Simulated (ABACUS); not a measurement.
Set up this calculation in ABACUS 3.10.1, as the native input.

```
Task                                          : band structure
Functional                                    : PBEsol
Potentials or basis                           : PseudoDojo NC SR 0.4 PBEsol stringent
Cutoff                                        : 1252 eV
Density cutoff                                : 5007 eV
Basis                                         : plane waves
Occupations                                   : fermi-dirac, width 0.05 eV
Spin                                          : no spin polarisation
Radial cutoff of the potentials (pseudo_rcut) : 7 bohr
Threshold of the eigensolver                  : 1e-07 Ry
Density                                       : read from an earlier self-consistent run
Path                                          : G-X-S-R-A-Z-G-Y-X1-A1-T-Y, Z-T
Points for each segment of the path           : 6
SCF threshold on the density                  : 1e-08
Max SCF steps                                 : 100
Eigensolver                                   : dav
Mixing                                        : broyden
Mixing share                                  : 0.7
Symmetry key                                  : -1
```

The system is BaTiO3 (Barioperovskite).

```
Ba Ti O
1.0
     3.98550    0.00000    0.00000
     0.00000    2.83690    2.84515
     0.00000   -2.83690    2.84515
Ba Ti O
1 1 3
Direct
  0.00000 0.00000 0.00000
  0.50000 0.51240 0.51240
  0.50000 0.99184 0.50524
  0.50000 0.50524 0.99184
  0.00000 0.48740 0.48740
```

These files were run (other wordings do the same):

INPUT

```
INPUT_PARAMETERS
suffix              BaTiO3
calculation         nscf
basis_type          pw
pseudo_dir          ./
symmetry            -1
dft_functional      pbesol
ecutwfc             92.0
pseudo_rcut         7
nspin               1
nbands              30
ks_solver           dav
smearing_method     fd
smearing_sigma      0.00367493
scf_thr             1e-08
scf_nmax            100
mixing_type         broyden
mixing_beta         0.7
init_chg            file
pw_diag_thr         1e-07
out_band            1
kpar                4
```

STRU

```
ATOMIC_SPECIES
Ba 137.3270 Ba.upf
Ti 47.8670 Ti.upf
O 15.9990 O.upf

LATTICE_CONSTANT
1.8897261246

LATTICE_VECTORS
3.9855000000 0.0000000000 0.0000000000
0.0000000000 2.8369000000 2.8451500000
0.0000000000 -2.8369000000 2.8451500000

ATOMIC_POSITIONS
Direct

Ba
0.0
1
0.0000000000 0.0000000000 0.0000000000 1 1 1

Ti
0.0
1
0.5000000000 0.5124000000 0.5124000000 1 1 1

O
0.0
3
0.5000000000 0.9918400000 0.5052400000 1 1 1
0.5000000000 0.5052400000 0.9918400000 1 1 1
0.0000000000 0.4874000000 0.4874000000 1 1 1
```

KPT

```
K_POINTS
14
Line
0.00000000 0.00000000 0.00000000 6 // G
0.00000000 0.49855227 -0.49855227 6 // X
0.00000000 0.00000000 -0.50000000 6 // S
-0.50000000 0.00000000 -0.50000000 6 // R
-0.50000000 0.49855227 -0.49855227 6 // A
-0.50000000 0.00000000 0.00000000 6 // Z
0.00000000 0.00000000 0.00000000 6 // G
0.00000000 -0.50000000 -0.50000000 6 // Y
0.00000000 -0.49855227 -0.50144773 6 // X1
-0.50000000 -0.49855227 -0.50144773 6 // A1
-0.50000000 -0.50000000 -0.50000000 6 // T
0.00000000 -0.50000000 -0.50000000 1 // Y
-0.50000000 0.00000000 0.00000000 6 // Z
-0.50000000 -0.50000000 -0.50000000 1 // T
```

Potentials or basis: PseudoDojo NC SR 0.4 PBEsol stringent, plane waves.

Launch:

```bash
$ OMP_NUM_THREADS=1 mpirun -np 4 abacus > log
```

It gave:

The band gap along the path is 1.86 eV, indirect (least direct gap 2.05 eV).

Caveat: the density is read from an earlier self-consistent run, whose mesh may be coarse; spin-orbit coupling is left out, which moves the levels of the heavy elements.

It took 13 s on 4 MPI ranks on Intel(R) Xeon(R) 6975P-C (Granite Rapids), on a shared host, peak memory 0.68 GiB a rank.
